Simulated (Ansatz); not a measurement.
**CH3BrSn: a ladder of functionals and wavefunction methods**

The task here is to estimate one member of a computed series from the others.

Method: functionals in def2-TZVPP, the program's frozen cores in correlated methods; program: Ansatz 0.2.0, Gaussian basis.

Levels to be run: LDA (SPW92), PBE-D4, revPBE-D4, BLYP-D4, r2SCAN-D4, B97M-V, PBE0-D4, B3LYP-D4, r2SCANh-D4, r2SCAN0-D4, HSE06-D4, BHLYP-D4, CAM-B3LYP-D4, LC-ωPBE, ωB97X-V, ωB97M-V, B2PLYP, PBE-QIDH; CCSD(T)/def2-SVP; CCSD(T)/def2-TZVPP; MP2/def2-QZVPP; extrapolation to the limit; RPA on PBE.

## Structure used throughout

All runs share one geometry, relaxed beforehand with PBE0-D4 in a triple-zeta def2 set. Sn takes the def2 core potential; no spin-orbit term is included.

SMILES `[CH3][Sn][Br]`, 6 atoms, charge 0, spin multiplicity 1.

Atoms are counted from 1 here; the program's logs count them from 0.

Bond lengths: C1–Sn2 2.178 Å, C1–H4 1.093 Å, C1–H5 1.094 Å, C1–H6 1.092 Å, Sn2–Br3 2.536 Å. Angles: Sn2–C1–H4 109.3°, Sn2–C1–H5 109.2°, Sn2–C1–H6 111.9°, H4–C1–H5 107.5°, H4–C1–H6 109.5°, H5–C1–H6 109.4°, C1–Sn2–Br3 94.1°.

As a file:

```
C    -0.41951    0.47177   -0.31595
Sn    0.25522   -0.26172    1.62115
Br    1.77656   -2.03117    0.62702
H    -0.87025   -0.35100   -0.87753
H     0.44376    0.82544   -0.88663
H    -1.14358    1.28268   -0.21426
```

The first run:

Input file in.yaml:

```yaml
crystal:
  periodic: [false, false, false]
  atoms:
    - {symbol: C, position_ang: [-0.419509, 0.471768, -0.315946]}
    - {symbol: Sn, position_ang: [0.255224, -0.261718, 1.621147]}
    - {symbol: Br, position_ang: [1.776560, -2.031169, 0.627021]}
    - {symbol: H, position_ang: [-0.870251, -0.350999, -0.877527]}
    - {symbol: H, position_ang: [0.443760, 0.825443, -0.886631]}
    - {symbol: H, position_ang: [-1.143583, 1.282677, -0.214263]}
basis:
  gaussian: {orbitals: def2-TZVPP}
hamiltonian: {xc: lda}
output: {orbitals: {seedname: orbitals}}
```

Steps of the session up to this table: LDA; PBE-D4 (GGA); revPBE-D4 (GGA); BLYP-D4 (GGA); r2SCAN-D4 (meta-GGA); B97M-V (meta-GGA); PBE0-D4 (hybrid); B3LYP-D4 (hybrid); r2SCANh-D4 (hybrid); r2SCAN0-D4 (hybrid); HSE06-D4 (hybrid); BHLYP-D4 (hybrid); CAM-B3LYP-D4 (range-separated); LC-ωPBE-D4 (range-separated; the results give it without D4); ωB97X-V (range-separated); ωB97M-V (range-separated); B2PLYP (double hybrid); PBE-QIDH (double hybrid).

One of the session's tables, all rows but one given; the rest of the session is left out.

It belongs to the step «Frontier levels by functional». 

| functional | HOMO (eV) | LUMO (eV) | gap (eV) |
| --- | --- | --- | --- |
| LDA (SPW92) | -5.82 | -3.74 | 2.09 |
| PBE-D4 | ? | ? | ? |
| revPBE-D4 | -5.58 | -3.38 | 2.21 |
| BLYP-D4 | -5.51 | -3.42 | 2.09 |
| r2SCAN-D4 | -5.89 | -3.40 | 2.49 |
| B97M-V | -5.82 | -3.43 | 2.39 |
| PBE0-D4 | -6.66 | -2.79 | 3.87 |
| B3LYP-D4 | -6.49 | -3.03 | 3.45 |
| r2SCANh-D4 | -6.27 | -3.14 | 3.13 |
| r2SCAN0-D4 | -6.83 | -2.75 | 4.08 |
| HSE06-D4 | -6.27 | -3.15 | 3.12 |
| BHLYP-D4 | -7.55 | -2.08 | 5.47 |
| CAM-B3LYP-D4 | -7.89 | -1.90 | 5.99 |
| LC-ωPBE | -9.10 | -0.80 | 8.30 |
| ωB97X-V | -8.80 | -0.91 | 7.89 |
| ωB97M-V | -8.71 | -1.06 | 7.65 |

**Question.** Estimate the row for PBE-D4.

The run gave: HOMO (eV): -5.64; LUMO (eV): -3.48; gap (eV): 2.16. In the column «HOMO (eV)» it lies between B97M-V (-5.82) and revPBE-D4 (-5.58).
